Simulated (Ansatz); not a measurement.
# SiICl2 radical: a ladder of functionals and wavefunction methods

Aim: compute SiICl2 radical with functionals from several rungs and with coupled cluster. The yardstick is the atomisation energy at the CCSD(T) limit.

The runs use Ansatz 0.2.0, Gaussian basis; functionals in def2-TZVPP, the program's frozen cores in correlated methods.

Plan: LDA (SPW92), PBE-D4, revPBE-D4, BLYP-D4, r2SCAN-D4, B97M-V, PBE0-D4, B3LYP-D4, r2SCANh-D4, r2SCAN0-D4, HSE06-D4, BHLYP-D4, CAM-B3LYP-D4, LC-ωPBE, ωB97X-V, ωB97M-V, B2PLYP, PBE-QIDH; CCSD(T)/def2-SVP; CCSD(T)/def2-TZVPP; MP2/def2-QZVPP; extrapolation to the limit; RPA on PBE.

1 further run of the same task is left out (for a known fault of the program). Runs told in other sessions of the task aren't counted.

## (1) The geometry

The geometry comes from an earlier relaxation with PBE0-D4 in a triple-zeta def2 set; it is a stationary point. I takes the def2 core potential; no spin-orbit term is included.

4 atoms, charge 0, spin multiplicity 2.

Atoms are counted from 1 here; the program's logs count them from 0.

Bond lengths: Cl1–Si2 2.047 Å, Si2–Cl3 2.047 Å, Si2–I4 2.437 Å. Angles: Cl1–Si2–Cl3 108.4°, Cl1–Si2–I4 110.5°, Cl3–Si2–I4 110.5°.

## (2) LDA

This LDA is Slater exchange with PW92 correlation.

Input file in.yaml:

```yaml
crystal:
  periodic: [false, false, false]
  atoms:
    - {symbol: Cl, position_ang: [-0.600282, -0.334081, 1.851372]}
    - {symbol: Si, position_ang: [-0.146477, -0.514635, -0.136859]}
    - {symbol: Cl, position_ang: [1.890796, -0.556855, -0.335200]}
    - {symbol: I, position_ang: [-1.088537, 1.345269, -1.399614]}
basis:
  gaussian: {orbitals: def2-TZVPP}
magnetization: {spin_polarized: true, initial_magnetization: 1}
hamiltonian: {xc: lda}
output: {orbitals: {seedname: orbitals}}
```

Command:

```bash
$ ansatz run in.yaml --threads 4 --pin off --events-out ev --progress --plain --max-ram 10444MiB
```

The runs that follow: PBE-D4 (GGA); revPBE-D4 (GGA); BLYP-D4 (GGA); r2SCAN-D4 (meta-GGA); B97M-V (meta-GGA); PBE0-D4 (hybrid); B3LYP-D4 (hybrid); r2SCANh-D4 (hybrid); r2SCAN0-D4 (hybrid); HSE06-D4 (hybrid); BHLYP-D4 (hybrid); CAM-B3LYP-D4 (range-separated); LC-ωPBE (range-separated); ωB97X-V (range-separated); ωB97M-V (range-separated); B2PLYP (double hybrid); PBE-QIDH (double hybrid); CCSD(T) in def2-SVP; CCSD(T) in def2-TZVPP; MP2 in def2-QZVPP; RPA on PBE orbitals.

Q: Predict the results of all the runs planned. Wanted: atomisation energy, CCSD(T)/CBS; farthest beyond LDA; mean size of error, GGA; mean size of error, meta-GGA; mean size of error, hybrid; mean size of error, range-separated; mean size of error, double hybrid; gap, smallest and largest; T1 diagnostic.

**Answer**, as computed:

| quantity | value |
| --- | --- |
| atomisation energy, CCSD(T)/CBS | 249.2 kcal/mol |
| functionals within 2.5 kcal/mol (1.0 %) | revPBE-D4, r2SCAN0-D4, ωB97X-V, ωB97M-V, PBE-QIDH |
| farthest beyond LDA | BHLYP-D4 (-13.4 kcal/mol) |
| mean size of error, GGA | 5.7 kcal/mol |
| mean size of error, meta-GGA | 5.6 kcal/mol |
| mean size of error, hybrid | 5.4 kcal/mol |
| mean size of error, range-separated | 4.6 kcal/mol |
| mean size of error, double hybrid | 5.3 kcal/mol |
| gap, smallest and largest | 0.95 eV (LDA (SPW92)), 8.02 eV (LC-ωPBE) |
| T1 diagnostic | 0.0117 |
| triples share of the correlation energy | 3.4 % |

In words: The LDA atomisation energy is off by 44.7 kcal/mol (18 %): it overbinds. PBE-D4 misses by +9.7 kcal/mol. Double hybrids carry the basis error of their MP2 part in triple zeta, and no dispersion term here, so their miss is partly the set-up's. Taken by rung, range-separated functionals do best (4.6 kcal/mol on average) and GGA ones worst beyond LDA (5.7 kcal/mol). meta-GGA functionals lie within the reference's doubt of that worst mean (5.6 kcal/mol), so those two tie. The gap between the best rungs is small, so their order is not settled. RPA and LDA stand outside this count. The reference freezes the cores and leaves out spin-orbit coupling and excitations past (T), and its outer-core shells are covered unevenly, so misses under about 2.5 kcal/mol can't be ranked. All levels share the lack of spin-orbit coupling, which lowers the free heavy atoms and so the true binding. Hartree-Fock recovers 70 % of the binding; the rest is correlation. CCSD(T) in def2-SVP is off by -36.2 kcal/mol, worse than the median functional, from the basis alone. Orbital gaps span 0.9 to 8.0 eV; exact exchange widens them. Correlated methods include outer-core shells of I, which these sets cover unevenly.
